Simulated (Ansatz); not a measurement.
## NaTcO₃, space group Pm-3m: a convergence test of the plane-wave cutoff, step by step

Program: the Ansatz DFT code, driven from Python.

Notebook, run cell by cell (the value of a cell's last expression is shown):

In [1]:
```python
import csv
import warnings

import ansatz as az
```

In [2]:
```python
warnings.simplefilter("ignore", az.DeckWarning)
```

In [3]:
```python
lattice = az.Lattice.of(
    (3.81537, 0.0, 0.0),
    (0.0, 3.81537, 0.0),
    (0.0, 0.0, 3.81537),
)
sites = [
    ("Na", (0.0, 0.0, 0.0)),
    ("Tc", (0.5, 0.5, 0.5)),
    ("O", (0.5, 0.5, 0.0)),
    ("O", (0.5, 0.0, 0.5)),
    ("O", (0.0, 0.5, 0.5)),
]
system = az.Crystal(lattice=lattice)
for symbol, position in sites:
    system = system.atom(symbol, position)
```

In [4]:
```python
system.resolved().tree()["lattice"]
```
Out [4]:
```text
((3.81537, 0.0, 0.0), (0.0, 3.81537, 0.0), (0.0, 0.0, 3.81537))
```

In [5]:
```python
calculation = system.calculation()
calculation = calculation.occupations("gaussian", width=0.15)
calculation = calculation.functional("pbesol")
calculation = calculation.kpoints(mesh=(7, 7, 7), center="gamma")
calculation = calculation.forces()
calculation = calculation.stress()
```

In [6]:
```python
rows = []
for value in [400, 450, 500, 550, 600, 650]:
    data = calculation.basis(value).run(threads=1, backend="cpu").report
    rows.append((value, data["free_energy_ev"] / len(data["lattice"]["sites"]), data["n_iterations"], sum(data["stress_gpa"][i][i] for i in range(3)) / 3, max(abs(f) for row in data["forces_ev_ang"] for f in row), data["n_pw"]))
```

In [7]:
```python
with open("ecut.csv", "w", newline="") as handle:
    writer = csv.writer(handle)
    writer.writerow(["cutoff (eV)", "F/atom (eV)", "iterations", "P (GPa)", "max component (eV/A)", "plane waves"])
    writer.writerows([round(v, 5) if isinstance(v, float) else v for v in row] for row in rows)

# differences from the last row
for row in rows[:-1]:
    shift = 1000 * (row[1] - rows[-1][1])
    print(f"{row[0]}: {shift:+.2f} meV/atom" + ("  (within 1 meV)" if abs(shift) < 1 else ""))
```
```text
400: +17.68 meV/atom
450: +1.82 meV/atom
500: +0.53 meV/atom  (within 1 meV)
550: +0.38 meV/atom  (within 1 meV)
600: +0.15 meV/atom  (within 1 meV)
```

File `ecut.csv` afterwards:
```csv
cutoff (eV),F/atom (eV),iterations,P (GPa),max component (eV/A),plane waves
400,-1699.34009,9,0.42013,0.0,1021
450,-1699.35596,9,0.35847,0.0,1213
500,-1699.35724,9,0.35878,0.0,1365
550,-1699.3574,9,0.35491,0.0,1647
600,-1699.35763,9,0.34893,0.0,1863
650,-1699.35778,9,0.34599,0.0,2103
```

From 500 eV on it stays within 1 meV an atom of the value at 650 eV; the first row (400 eV) is off by 17.7 meV and the last but one by 0.15 meV. The energy falls steadily, as expected when plane waves are added. The pressure moves from 0.42 to 0.35 GPa (the program's stress holds a Pulay correction, so it settles early).

Reading the output:
- No spin polarisation was allowed.
- The mesh is modest for a metal, so energies can be off by several to tens of meV an atom and pressures by half a GPa or more; differences at equal mesh fare better.
- Forces vanish by symmetry here and test nothing.
- Pressure is positive in compression.
- This cell is a computed structure, which may not be the phase found in nature.
- Shifts are counted from the last row, which is itself no proven limit.
- The script silences the warnings on its input, which a real study should read.
- Wall time of the script: 14 s on 1 thread of Intel(R) Xeon(R) Processor @ 2.30GHz (shared host), peak memory 0.54 GiB.
